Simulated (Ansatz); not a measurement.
**C₅H₁₃In: small, medium and large basis sets**

Aim: see how fast density functionals converge with the basis set for C₅H₁₃In.

Program: Ansatz 0.2.0, Gaussian basis. Level of theory: one geometry, several basis sets. These are calculated values, not measurements.

Levels to be run: PBE0-D4/def2-SVP; ωB97M-V/def2-SVP; PBE0-D4/def2-QZVPP; ωB97M-V/def2-QZVPP; the functionals' def2-TZVPP values are taken from earlier runs.

1 further run of the same task is left out (it didn't finish). Runs told in other sessions of the task aren't counted.

## Step 1: The geometry

The geometry comes from an earlier relaxation with PBE0-D4 in a triple-zeta def2 set; it is a stationary point, not always the lowest conformer. In takes the def2 core potential; no spin-orbit term is included.

SMILES `CC(C)(C)[CH2][InH2]`, 19 atoms, charge 0, spin multiplicity 1.

Atoms are counted from 1 here; the program's logs count them from 0.

Bond lengths: C1–C2 1.526 Å, C1–H7 1.094 Å, C1–H8 1.094 Å, C1–H9 1.095 Å, C2–C3 1.530 Å, C2–C4 1.526 Å, C2–C5 1.530 Å, C3–H10 1.094 Å, C3–H11 1.094 Å, C3–H12 1.094 Å, C4–H13 1.094 Å, C4–H14 1.095 Å, C4–H15 1.094 Å, C5–In6 2.166 Å, C5–H16 1.097 Å, C5–H17 1.097 Å, In6–H18 1.733 Å, In6–H19 1.734 Å. Angles: C2–C1–H7 111.0°, C2–C1–H8 111.1°, C2–C1–H9 111.3°, H7–C1–H8 107.8°, H7–C1–H9 108.2°, H8–C1–H9 107.5°, C1–C2–C3 108.9°, C1–C2–C4 109.4°, C1–C2–C5 110.2°, C3–C2–C4 108.9°, C3–C2–C5 109.1°, C4–C2–C5 110.2°, C2–C3–H10 110.9°, C2–C3–H11 111.3°, C2–C3–H12 110.9°, H10–C3–H11 107.9°, H10–C3–H12 107.8°, H11–C3–H12 107.9° and more.

## Step 2: PBE0-D4 in def2-SVP

in.yaml

```yaml
crystal:
  periodic: [false, false, false]
  atoms:
    - {symbol: C, position_ang: [-0.500076, -1.480848, -0.096877]}
    - {symbol: C, position_ang: [0.383736, -0.236814, -0.110264]}
    - {symbol: C, position_ang: [1.834016, -0.655958, 0.138278]}
    - {symbol: C, position_ang: [0.290315, 0.437135, -1.476247]}
    - {symbol: C, position_ang: [-0.052066, 0.733801, 0.989548]}
    - {symbol: In, position_ang: [-2.072973, 1.508889, 0.913915]}
    - {symbol: H, position_ang: [-0.464553, -1.975558, 0.878336]}
    - {symbol: H, position_ang: [-0.173420, -2.203772, -0.849679]}
    - {symbol: H, position_ang: [-1.542902, -1.229040, -0.313979]}
    - {symbol: H, position_ang: [2.498063, 0.212813, 0.130753]}
    - {symbol: H, position_ang: [2.182706, -1.352897, -0.630041]}
    - {symbol: H, position_ang: [1.936944, -1.147238, 1.109778]}
    - {symbol: H, position_ang: [0.903214, 1.342876, -1.508365]}
    - {symbol: H, position_ang: [-0.741799, 0.715100, -1.711867]}
    - {symbol: H, position_ang: [0.639698, -0.230218, -2.269097]}
    - {symbol: H, position_ang: [0.058885, 0.264369, 1.974771]}
    - {symbol: H, position_ang: [0.610570, 1.607831, 1.007604]}
    - {symbol: H, position_ang: [-3.202259, 1.082407, -0.328959]}
    - {symbol: H, position_ang: [-2.588110, 2.607119, 2.152402]}
basis:
  gaussian: {orbitals: def2-SVP}
hamiltonian: {xc: pbe0, dispersion: d4}
output: {orbitals: {seedname: orbitals}}
```

Command:

```console
$ ansatz run in.yaml --threads 4 --pin off --events-out ev --progress --plain --max-ram 11315MiB
```

Further steps of the session: ωB97M-V in def2-SVP; PBE0-D4 in def2-QZVPP; ωB97M-V in def2-QZVPP.

Before running them: what should the planned runs give, taken together? Wanted: PBE0-D4: double and triple zeta above quadruple; ωB97M-V: double and triple zeta above quadruple.

The runs gave:

| quantity | value |
| --- | --- |
| PBE0-D4: double and triple zeta above quadruple | 6.39, 0.36 eV |
| ωB97M-V: double and triple zeta above quadruple | 6.83, 0.36 eV |

What this shows: PBE0-D4 gains 6.03 eV from double to triple zeta, then 0.36 eV more. These are total energies; as a rule much of such shifts cancels in differences, which this series doesn't test.
